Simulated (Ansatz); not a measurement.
# KTaO3: the cost of one run

Computed with Ansatz 0.2.0 (DFT r²SCAN, scalar-relativistic, plane waves, PAW, unless a step's input says otherwise).

1 further run of the same task is left out (it didn't finish).

**1. The structure to begin with**

The structure is cubic, space group Pm-3m (No. 221). Conventional cell: a = 3.990 Å, b = 3.990 Å, c = 3.990 Å, α = 90.00°, β = 90.00°, γ = 90.00°. K (site symmetry m-3m) is surrounded by 12 O at 2.82 Å. Ta (site symmetry m-3m) is surrounded by 6 O at 2.00 Å. O (site symmetry 4/mmm) is surrounded by 2 Ta at 2.00 Å and 4 K at 2.82 Å.

As a file:

```xyz
5
Lattice="3.9902 0.0000 0.0000 0.0000 3.9902 0.0000 0.0000 0.0000 3.9902" Properties=species:S:1:pos:R:3 pbc="T T T"
K     0.0000    0.0000    0.0000
Ta    1.9951    1.9951    1.9951
O     0.0000    1.9951    1.9951
O     1.9951    1.9951    0.0000
O     1.9951    0.0000    1.9951
```

An earlier run at r²SCAN left this cell at 12.706 Å³/atom and 0.00 GPa (6×6×6 mesh).

The changes: atom 1 (K) moved 0.02 Å along x; strain e2 = +0.02, atoms carried along; all atoms moved at random (σ = 0.15 Å), cell strained at random (1 %).

**2. Atom 1 (K) moved 0.02 Å along x**

File input.yaml:

```yaml
crystal:
  lattice:
    - [3.990169204, 0.0, 0.0]
    - [0.0, 3.990169204, 0.0]
    - [0.0, 0.0, 3.990169204]
  atoms:
    - { symbol: K, position: [0.0050123188, 0.0, 0.0] }
    - { symbol: Ta, position: [0.5, 0.5, 0.5] }
    - { symbol: O, position: [0.0, 0.5, 0.5] }
    - { symbol: O, position: [0.5, 0.5, 0.0] }
    - { symbol: O, position: [0.5, 0.0, 0.5] }
basis:
  ecutwfc: 500
  ecutrho_ratio: 4
kpoints:
  mp_grid: { grid: [6, 6, 6] }
hamiltonian:
  xc: r2scan
scf:
  occupations: { method: gaussian, width: 0.05 }
output:
  forces: true
  stress: true
  eigenvalues: true
  write_density: true
  write_potential: true
  elf: true
  volumetric_format: npy
```

Run with:

```
> ansatz run input.yaml --threads 4 --pin off --max-ram 7168MiB --backend cpu --events-out ev --progress --plain --runs-dir out
```

Q: Estimate wall time and peak memory on 4 threads of Arm Neoverse V1, shared host.

About 5.2 s, with a peak of 0.46 GiB.
